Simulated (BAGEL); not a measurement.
# SiHOF3 (sif3oh): HF/6-31G(d) (density fitting with qzvpp-jkfit, spherical functions)

Aim: the vertical ionisation energy of SiHOF3 (sif3oh) at HF/6-31G* (density fitting with qzvpp-jkfit, spherical functions), from 2 runs. 

The results are computed with BAGEL 1.2.2.

1 further run of the same task is left out (set aside as unsound or not needed).

## (1) Starting point

The species is SiHOF3 (6 atoms), meant as a singlet with charge 0. SMILES: `O[Si](F)(F)F`. The shape is that of a PBE0-D4/def2-TZVP optimisation.

Bond lengths: O1–Si2 1.604 Å, Si2–F3 1.572 Å, Si2–F4 1.572 Å, Si2–F5 1.565 Å, O1–H6 0.958 Å. Angles: O1–Si2–F3 112.4°, O1–Si2–F4 112.4°, O1–Si2–F5 107.6°, F3–Si2–F4 106.8°, F3–Si2–F5 108.8°, F4–Si2–F5 108.8°, Si2–O1–H6 120.4°.

## (2) A single-point energy at HF/6-31G(d) (density fitting with qzvpp-jkfit, spherical functions)

input.json reads:

```json
{ "bagel": [

{
  "title": "molecule",
  "basis": "6-31gs.json",
  "df_basis": "qzvpp-jkfit",
  "angstrom": true,
  "geometry": [
    { "atom": "O", "xyz": [      -0.219800,       0.531700,       1.122400 ] },
    { "atom": "Si", "xyz": [       0.217900,      -0.093400,      -0.288700 ] },
    { "atom": "F", "xyz": [      -0.639100,       0.464300,      -1.482900 ] },
    { "atom": "F", "xyz": [       0.075600,      -1.658700,      -0.320700 ] },
    { "atom": "F", "xyz": [       1.718500,       0.281100,      -0.527400 ] },
    { "atom": "H", "xyz": [      -1.111000,       0.410900,       1.451000 ] }
  ]
},

{ "title": "hf" },

{ "title": "print", "file": "orbitals.molden", "orbitals": true }

]}
```

The basis set 6-31G* is read from a file made from the Basis Set Exchange's data (not shown).

Command:

```console
BAGEL_NUM_THREADS=1 BAGEL input.json > input.out
```

Output:

```text
* using 1 threads per process

  ===============================================================
  ===============================================================

  *** Geometry ***

  { "atom" : "O", "xyz" : [     -0.415362,      1.004767,      2.121029 ] },
  { "atom" : "Si", "xyz" : [      0.411771,     -0.176500,     -0.545564 ] },
  { "atom" : "F", "xyz" : [     -1.207724,      0.877400,     -2.802275 ] },
  { "atom" : "F", "xyz" : [      0.142863,     -3.134489,     -0.606035 ] },
  { "atom" : "F", "xyz" : [      3.247494,      0.531202,     -0.996642 ] },
  { "atom" : "H", "xyz" : [     -2.099486,      0.776488,      2.741993 ] },

  Number of auxiliary basis functions:      454

  Since a DF basis is specified, we compute 2- and 3-index integrals:
    o Being stored without compression. Storage requirement is 0.021 GB

  Number of basis functions:       76
  Number of electrons      :       50

    * METHOD: MOLECULE                             0.17

  *** RHF ***

  === Nuclear Repulsion ===
   271.0402966062

      * DIIS with orbital gradients will be used.

  === RHF iteration (6-31gs.json) ===
      0       -662.59616282          0.02855497           0.05
      1       -662.81874562          0.01691296           0.05
      2       -662.92875530          0.00077342           0.05
      3       -662.92912585          0.00011731           0.05
      4       -662.92913472          0.00003788           0.05
      5       -662.92913553          0.00001417           0.05
      6       -662.92913566          0.00000372           0.05
      7       -662.92913568          0.00000071           0.05
      8       -662.92913568          0.00000020           0.05
      9       -662.92913568          0.00000008           0.05
     10       -662.92913568          0.00000002           0.05
     11       -662.92913568          0.00000001           0.05
    * SCF iteration converged.

    * Permanent dipole moment:
           (    0.792912,    -0.006496,    -0.500555) a.u.

    * METHOD: HF                                   0.72

    * METHOD: PRINT                                0.01

  ===============================================================
```

It took 1.1 s on 1 thread of Arm Neoverse V2, shared host; peak memory 0.1 GiB.

## (3) The doublet cation

input.json reads:

```json
{ "bagel" : [

{
  "title" : "molecule",
  "basis" : "6-31gs.json",
  "df_basis" : "qzvpp-jkfit",
  "angstrom" : "true",
  "geometry" : [
    { "atom" : "O", "xyz" : [   -0.219800,    0.531700,    1.122400 ] },
    { "atom" : "Si", "xyz" : [    0.217900,   -0.093400,   -0.288700 ] },
    { "atom" : "F", "xyz" : [   -0.639100,    0.464300,   -1.482900 ] },
    { "atom" : "F", "xyz" : [    0.075600,   -1.658700,   -0.320700 ] },
    { "atom" : "F", "xyz" : [    1.718500,    0.281100,   -0.527400 ] },
    { "atom" : "H", "xyz" : [   -1.111000,    0.410900,    1.451000 ] }
  ]
},
{
  "title" : "uhf",
  "charge" : 1,
  "nopen" : 1
},
{
  "title" : "print",
  "file" : "orbitals.molden",
  "orbitals" : "true"
}

]}
```

The basis set 6-31G* is read from a file made from the Basis Set Exchange's data (not shown).

Command:

```console
BAGEL_NUM_THREADS=1 BAGEL input.json > input.out
```

Output:

```text
* using 1 threads per process

  ===============================================================
  ===============================================================

  *** Geometry ***

  { "atom" : "O", "xyz" : [     -0.415362,      1.004767,      2.121029 ] },
  { "atom" : "Si", "xyz" : [      0.411771,     -0.176500,     -0.545564 ] },
  { "atom" : "F", "xyz" : [     -1.207724,      0.877400,     -2.802275 ] },
  { "atom" : "F", "xyz" : [      0.142863,     -3.134489,     -0.606035 ] },
  { "atom" : "F", "xyz" : [      3.247494,      0.531202,     -0.996642 ] },
  { "atom" : "H", "xyz" : [     -2.099486,      0.776488,      2.741993 ] },

  Number of auxiliary basis functions:      454

  Since a DF basis is specified, we compute 2- and 3-index integrals:
    o Being stored without compression. Storage requirement is 0.021 GB

  Number of basis functions:       76
  Number of electrons      :       50

    * METHOD: MOLECULE                             0.17

  *** Open-shell HF ***

  === Nuclear Repulsion ===
   271.0402966062

      * DIIS with orbital gradients will be used.

  === UHF iteration (6-31gs.json) ===
      0       -662.16347126          0.05395093           0.10
      1       -662.35986768          0.03342772           0.10
      2       -662.42629010          0.02072269           0.10
      3       -662.46826997          0.00077666           0.10
      4       -662.46858049          0.00023118           0.10
      5       -662.46862576          0.00007457           0.10
      6       -662.46863524          0.00003197           0.10
      7       -662.46863752          0.00001088           0.10
      8       -662.46863836          0.00000318           0.10
      9       -662.46863854          0.00000144           0.10
     10       -662.46863859          0.00000073           0.10
     11       -662.46863861          0.00000034           0.10
     12       -662.46863861          0.00000016           0.10
     13       -662.46863861          0.00000004           0.10
     14       -662.46863861          0.00000002           0.10
     15       -662.46863861          0.00000002           0.10
     16       -662.46863861          0.00000001           0.10
     17       -662.46863861          0.00000001           0.10
     18       -662.46863861          0.00000001           0.10
    * SCF iteration converged.

    * S^2 (UHF) is 0.7558

    * Permanent dipole moment:
           (    1.559059,    -0.828655,    -2.473755) a.u.

    * METHOD: UHF                                  2.03

    * METHOD: PRINT                                0.01

  ===============================================================
```

Wall time 2.4 s (1 thread of Arm Neoverse V2, shared host); peak memory 0.1 GiB.

## (4) Summary of results

Level: HF/6-31G* (density fitting with qzvpp-jkfit, spherical functions).

```
                                          quantity          value
                      singlet SiHOF3: total energy  -662.92914 Eh
                     singlet SiHOF3: dipole moment         2.38 D
                       singlet SiHOF3: HOMO energy      -15.33 eV
                       singlet SiHOF3: LUMO energy        4.29 eV
                     singlet SiHOF3: HOMO–LUMO gap       19.62 eV
                      doublet cation: total energy  -662.46864 Eh
                              doublet cation: ⟨S²⟩          0.756
vertical ionisation energy (to the doublet cation)      12.531 eV
```

**Reading.** The vertical ionisation energy comes to 12.53 eV (1209 kJ/mol). The negative HOMO energy of the first species, 15.33 eV, lies 2.80 eV above that difference.
